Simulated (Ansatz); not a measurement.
# CoSi4Ru3: the cost of one run

Computed with Ansatz 0.2.0 (DFT PBE, scalar-relativistic, plane waves, PAW, unless a step's input says otherwise).

4 further runs of the same task are left out: 3 that didn't finish, 1 set aside as unsound or not needed.

### 1 Starting point

It takes space group Im-3m (No. 229, cubic). The conventional cell has a = 5.824 Å, b = 5.824 Å, c = 5.824 Å, α = 90.00°, β = 90.00°, γ = 90.00°. Co (site symmetry m-3m) is surrounded by 8 Si at 2.52 Å. Si (site symmetry -3m) has 2 Co at 2.52 Å and 6 Ru at 2.52 Å as nearest neighbours. Ru (site symmetry 4/mmm) is surrounded by 8 Si at 2.52 Å.

Coordinates:

```xyz
8
Lattice="-2.9119 2.9119 2.9119 2.9119 -2.9119 2.9119 2.9119 2.9119 -2.9119" Properties=species:S:1:pos:R:3 pbc="T T T"
Co    0.0000    0.0000    0.0000
Si    1.4559    1.4559    1.4559
Si    1.4559   -1.4559    1.4559
Si   -1.4559    1.4559    1.4559
Si    1.4559    1.4559   -1.4559
Ru    0.0000    2.9119    0.0000
Ru    2.9119    0.0000    0.0000
Ru    0.0000    0.0000    2.9119
```

It is the end of an earlier relaxation with the same method, from a generated guess; it is a trial structure. At a tolerance of 0.05 Å it has space group Im-3m (No. 229); it has 12.34 Å³/atom, an uncorrected energy of -0.51 eV/atom over the elements and, on its mesh, gap none (metal).

### 2 Volume × 0.97

input.yaml

```yaml
crystal:
  lattice:
    - [-2.8824655216, 2.8824655216, 2.8824655216]
    - [2.8824655216, -2.8824655216, 2.8824655216]
    - [2.8824655216, 2.8824655216, -2.8824655216]
  atoms:
    - { symbol: Co, position: [0.0, 0.0, 0.0], spin: 0.7 }
    - { symbol: Si, position: [0.5, 0.5, 0.5] }
    - { symbol: Si, position: [0.0, 0.5, 0.0] }
    - { symbol: Si, position: [0.5, 0.0, 0.0] }
    - { symbol: Si, position: [0.0, 0.0, 0.5] }
    - { symbol: Ru, position: [0.5, 0.0, 0.5] }
    - { symbol: Ru, position: [0.0, 0.5, 0.5] }
    - { symbol: Ru, position: [0.5, 0.5, 0.0] }
basis:
  ecutwfc: 420
kpoints:
  mp_grid: { grid: [10, 10, 10] }
hamiltonian:
  xc: pbe
scf:
  occupations: { method: gaussian, width: 0.1 }
output:
  forces: true
  stress: true
  eigenvalues: true
  populations: true
magnetization:
  spin_polarized: true
```

The run is started by

```console
> ansatz run input.yaml --threads 1 --pin off --max-ram 2560MiB --backend cpu --events-out ev --progress --plain --runs-dir out
```

**Question.** How long does this run take on 1 thread of Arm Neoverse V2, shared host, and how much memory does it need?

About 50 s, with a peak of 0.62 GiB.
